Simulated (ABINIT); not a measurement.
AlSn:

```
CELL_PARAMETERS angstrom
4.19811 0.00000 0.00000
-2.09905 3.63567 0.00000
0.00000 0.00000 3.30685
ATOMIC_POSITIONS crystal
Sn 0.33333 0.66667 0.50000
Al 0.00000 0.00000 0.00000
```

The cell comes from a database or a generator and needn't be the stable form of this composition.

```yaml
Program: ABINIT 10.8.3 (patched build)
Task: relaxation of cell and atoms
Functional: PBEsol
Potentials_or_basis: JTH PAW PBE v2.0
Cutoff: 599 eV
k_mesh: 7 × 7 × 8
Occupations: fermi-dirac, width 0.05 eV
Spin: no spin polarisation
```

At the start: pressure -1.7 GPa; volume 25.24 Å³/atom.

**Question.** Where does the relaxation end?

**Answer.** Over 5 steps the energy falls by 4.8 meV/atom and the volume is 24.39 Å³/atom (-3.4 %); space group P-6m2 (No. 187, to 0.05 Å).

Step by step:
```tsv
step	energy change (eV)	largest force (eV/Å)	pressure (GPa)	volume (Å³)
1	0.0000	0.0000	-1.73	50.47
2	-0.0027	0.0000	-1.47	50.21
3	-0.0095	0.0000	0.10	48.71
4	-0.0096	0.0000	0.01	48.78
5	-0.0096	0.0000	0.00	48.78
```

Final structure:
```
CELL_PARAMETERS angstrom
4.14019 0.00000 0.00000
-2.07009 3.58551 0.00000
0.00000 0.00000 3.28600
ATOMIC_POSITIONS crystal
Sn 0.33333 0.66667 0.50000
Al 0.00000 0.00000 0.00000
```

Caveat: the PAW data sets were made with another functional, which shifts forces and pressure a little.
